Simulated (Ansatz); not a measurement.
CH8BNSi, SMILES B[SiH2]CN, an atomisation energy

With the Ansatz DFT code, driven from Python.

Notebook, run cell by cell (the value of a cell's last expression is shown):

**Cell 1**
```python
from collections import Counter

import ansatz as az
```

**Cell 2**
```python
def energy_of(molecule, charge=0, unpaired=0):
    calc = molecule.calculation().basis(gaussian="pcseg-2").functional("hf").scf(lower_state_search="light")
    if charge:
        calc = calc.charge(charge)
    if unpaired:
        calc = calc.spin("collinear", total=unpaired)
    report = calc.run().report
    if report["published_state_doubts"]:
        print("  doubts:", report["published_state_doubts"])
    return report["free_energy_ev"]
```

**Cell 3**
```python
geometry_ang = [
    ("B", [-0.8488, 2.0637, 0.0376]),
    ("Si", [-0.6787, 0.2609, 0.5811]),
    ("C", [0.7024, -0.5105, -0.3861]),
    ("N", [0.991, -1.8852, 0.0436]),
    ("H", [-0.1862, 2.5579, -0.8188]),
    ("H", [-1.7416, 2.7902, 0.513]),
    ("H", [-0.3491, 0.2216, 2.0247]),
    ("H", [-1.8765, -0.4626, 0.308]),
    ("H", [0.5193, -0.4476, -1.419]),
    ("H", [1.663, 0.067, -0.1404]),
    ("H", [1.7562, -2.2647, -0.4172]),
    ("H", [0.126, -2.4458, -0.2922]),
]
molecule = az.Crystal.molecule()
for symbol, xyz in geometry_ang:
    molecule = molecule.atom(symbol, xyz)
```

**Cell 4**
```python
unpaired = {"B": 1, "Si": 2, "C": 2, "N": 3, "H": 1}
counts = Counter(site.symbol for site in molecule.cartesian_sites)
atom_energy = {s: energy_of(az.Crystal.molecule().atom(s, (0, 0, 0)), 0, unpaired[s]) for s in counts}
whole = energy_of(molecule, 0, 0)
for s, e in atom_energy.items():
    print(f"{s:2s} x{counts[s]}  {e:14.5f} eV")
print(f"CH8BNSi: {whole:.5f} eV")
split = sum(counts[s] * e for s, e in atom_energy.items()) - whole
print(f"atomisation energy (no zero-point term): {96.485332 * split:.1f} kJ/mol, {split / sum(counts.values()):.3f} eV an atom")
```
Output:
```text
B  x1      -667.47373 eV
Si x1     -7859.95751 eV
C  x1     -1025.57193 eV
N  x1     -1480.26679 eV
H  x8       -13.60238 eV
CH8BNSi: -11172.17788 eV
atomisation energy (no zero-point term): 2903.1 kJ/mol, 2.507 eV an atom
```

2903.1 kJ/mol from the electronic energies, without the zero-point term.

Reading the output:
- These settings explore the input space; basis and method may be short of convergence.
- The geometry is a force-field or estimated start, not a minimum of this method, and the basis set is short of its limit. All parts are taken at fixed geometry, without zero-point energy.
- Hartree-Fock leaves correlation out, so bond, atomisation and ionisation energies come out well too low.
- Finished in 5.2 s on 1 thread of Arm Neoverse V1, on a shared host, peak memory 0.43 GiB.

(Lines on the test bed's own set-up are left out of the output.)
